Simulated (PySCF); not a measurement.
# C4H6OSi: the cost of one run

Programs: PySCF 2.14.0, with density-fitted response routines of our own. Each step states its level of theory. These are calculated values for one molecule in the gas phase, unless marked as measured. Atoms are numbered from 0 throughout.

**1. The starting structure**

12 atoms, charge 0, multiplicity 1; geometry from: GFN2-xTB. The atoms were then displaced at random by about 0.01 Å, so the start is not that level's minimum.

Bonds of the start (Å): Si0–C1 1.90, C1–C2 1.37, C2–C3 1.36, C3–C4 1.37, C4–O5 1.34, O5–C1 1.35, Si0–H6 1.48, Si0–H7 1.44, Si0–H8 1.47, C2–H9 1.09, C3–H10 1.11, C4–H11 1.05.

**2. Optimising the geometry at PBE0-D3(BJ)/def2-SVP**

What the job is given:

```
{"job": {"xc": "PBE0", "basis": "def2-SVP", "d3": "d3bj", "grid": 1, "shake": 0.01, "kind": "geom"}, "charge": 0, "multiplicity": 1}
Si     2.160330     0.048370    -0.202080
C      0.270630     0.003420    -0.048000
C     -0.600050     0.039200     1.014230
C     -1.856670    -0.042560     0.498860
C     -1.745700    -0.131570    -0.859350
O     -0.451820    -0.089300    -1.190310
H      2.523960     1.236330    -1.011280
H      2.628380    -1.142960    -0.865070
H      2.685610     0.187950     1.165080
H     -0.302510     0.116310     2.064020
H     -2.818370    -0.049970     1.060480
H     -2.454110    -0.203490    -1.635600
```

Started as:

```bash
OMP_NUM_THREADS=1 python probes_run.py task.json out
```

The driver reads the jobs from task.json and runs them one after another.

Q: Estimate the wall time and peak memory of this first job on 1 thread of Arm Neoverse V2, shared host.

About 33 s, with a peak of 0.51 GiB.
